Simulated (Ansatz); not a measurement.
This script for a formation energy from the elements of SrAl2 and its elements with Ansatz 0.2.0 through its Python package holds a mistake.

`formation_sral2.py`:
```python
from collections import Counter

import ansatz as az
import numpy as np

PHASES = {
    "SrAl2": (
        [[0.0, 4.128747, 4.128747], [4.128747, 0.0, 4.128747], [4.128747, 4.128747, 0.0]],
        [
            ("Sr", [0.0, 0.0, 0.0]),
            ("Sr", [0.25, 0.25, 0.25]),
            ("Al", [0.625, 0.625, 0.625]),
            ("Al", [0.125, 0.625, 0.625]),
            ("Al", [0.625, 0.125, 0.625]),
            ("Al", [0.625, 0.625, 0.125]),
        ],
    ),
    "Sr": (
        [[0.0, 3.04235, 3.04235], [3.04235, 0.0, 3.04235], [3.04235, 3.04235, 0.0]],
        [
            ("Sr", [0.0, 0.0, 0.0]),
        ],
    ),
    "Al": (
        [[0.0, 2.024805, 2.024805], [2.024805, 0.0, 2.024805], [2.024805, 2.024805, 0.0]],
        [
            ("Al", [0.0, 0.0, 0.0]),
        ],
    ),
}


def build(vectors, sites):
    crystal = az.Crystal(lattice=az.Lattice.of(vectors))
    for symbol, position in sites:
        crystal = crystal.atom(symbol, position)
    return crystal


def run_phase(name, crystal):
    calc = (
        crystal.calculation()
        .functional("r2scan")
        .basis(600)
        .kpoints(spacing=0.33)
        .occupations("fermi_dirac", width=0.1)
        .correlation("mp2")
        .stress()
    )
    calc = calc.relax(force_tolerance=0.02, max_steps=30, cell=True)
    return calc.run(threads=1, pin="off")


def counts(outcome):
    return Counter(site.symbol for site in outcome.lattice.sites)

def formation_energy(outcome, mu):
    n = counts(outcome)
    return (outcome.report["energy_sigma0_ev"] - sum(k * mu[element] for element, k in n.items())) / sum(n.values())


def volume_per_atom(outcome):
    return abs(np.linalg.det(outcome.lattice.cell_ang)) / len(outcome.lattice.sites)

phases = {name: build(*cell) for name, cell in PHASES.items()}

done = {name: run_phase(name, crystal) for name, crystal in phases.items()}

references = {"Sr": "Sr", "Al": "Al"}
mu = {element: done[name].report["energy_sigma0_ev"] / len(done[name].lattice.sites) for element, name in references.items()}

target = done["SrAl2"]
heat = formation_energy(target, mu)
rows = [(name, len(o.lattice.sites), volume_per_atom(o), formation_energy(o, mu)) for name, o in done.items()]
print("| phase | atoms | V (A^3/atom) | E_form (eV/atom) |")
print("| --- | --- | --- | --- |")
for row in rows:
    print(f"| {row[0]} | {row[1]:d} | {row[2]:.3f} | {row[3]:.4f} |")
```

```console
$ python formation_sral2.py
Traceback (most recent call last):
  File "formation_sral2.py", line 67, in <module>
    done = {name: run_phase(name, crystal) for name, crystal in phases.items()}
                  ~~~~~~~~~^^^^^^^^^^^^^^^
  File "formation_sral2.py", line 51, in run_phase
    return calc.run(threads=1, pin="off")
           ~~~~~~~~^^^^^^^^^^^^^^^^^^^^^^
  ...
ansatz.RefusalError: invalid value for `correlation`: it needs basis.gaussian or hamiltonian.integrals
```
(Library frames cut from the traceback.)

What is wrong, and how is it mended?

The fault: a wavefunction method is asked of a plane-wave crystal. The correction:

```diff
--- before
+++ after
@@ -46,3 +46,2 @@
         .occupations("fermi_dirac", width=0.1)
-        .correlation("mp2")
         .stress()
```

With that change:

Output of `python formation_sral2.py`:
```text
| phase | atoms | V (A^3/atom) | E_form (eV/atom) |
| --- | --- | --- | --- |
| SrAl2 | 6 | 23.460 | -0.3233 |
| Sr | 1 | 56.877 | 0.0000 |
| Al | 1 | 15.954 | 0.0000 |
```

What to keep in mind:
- For the metals among these phases the mesh is modest: differences between phases can be off by up to 40 meV an atom.
- The cells come from databases of deposited and of computed structures, and not all need be stable phases.
- The compound is the structure given, not necessarily its lowest; energies are at zero temperature, with no correction for gases. A semilocal functional's error on such energies is often 0.05 to 0.1 eV an atom, and 0.1 to 0.3 eV against gases such as O2 or F2.
- Timing: 18 s on 1 thread of Intel(R) Xeon(R) 6975P-C (Granite Rapids), on a shared host, peak memory 0.94 GiB.

(Lines on the test bed's own set-up are left out of the output.)
